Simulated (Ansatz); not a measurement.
# ZnS: the cost of one run

Program: Ansatz 0.2.0. Level of theory: DFT LDA, frozen-core PAW, scalar-relativistic unless said. These are calculated values, not measurements.

### Step 1. The starting structure

It takes space group P6_3mc (No. 186, hexagonal). Conventional cell: a = 3.811 Å, b = 3.811 Å, c = 6.234 Å, α = 90.00°, β = 90.00°, γ = 120.00°. Zn (site symmetry 3m) is surrounded by 4 S at 2.31 to 2.40 Å. S (site symmetry 3m) has 4 Zn at 2.31 to 2.40 Å as nearest neighbours.

Structure file:

```
Zn S
1.0
     3.81100    0.00000    0.00000
    -1.90550    3.30042    0.00000
     0.00000    0.00000    6.23400
Zn S
2 2
Cartesian
  0.0000 2.2003 0.0000
  1.9055 1.1001 3.1170
  0.0000 2.2003 2.4001
  1.9055 1.1001 5.5171
```

Cartesian axes are those of the input's lattice vectors. The structure goes back to a database entry.

### Step 2. Cell and atoms relaxed, PAW

input.yaml

```yaml
crystal:
  lattice:
    - [3.81099999999, 0.0, 0.0]
    - [-1.9055, 3.30042281381, 0.0]
    - [0.0, 0.0, 6.234]
  atoms:
    - { symbol: Zn, position: [0.333333333333, 0.666666666667, 0.0] }
    - { symbol: Zn, position: [0.666666666667, 0.333333333333, 0.5] }
    - { symbol: S, position: [0.333333333333, 0.666666666667, 0.385] }
    - { symbol: S, position: [0.666666666667, 0.333333333333, 0.885] }
kpoints:
  mp_grid: { grid: [12, 12, 8] }
scf:
  occupations: { method: fermi_dirac, width: 0.05 }
hamiltonian:
  xc: lda
  pseudopotentials: { kind: paw }
relax:
  f_tol: 0.002
  max_steps: 80
  cell: {}
output:
  forces: true
  stress: true
```

The run is started by

```
$ ansatz run input.yaml --threads 1 --pin off --max-ram 3072MiB --backend cpu --events-out ev --progress --plain --runs-dir out
```

Q: Estimate wall time and peak memory on 1 thread of Intel Xeon Platinum 8488C (Sapphire Rapids), shared host.

About 55 s, with a peak of 0.46 GiB.
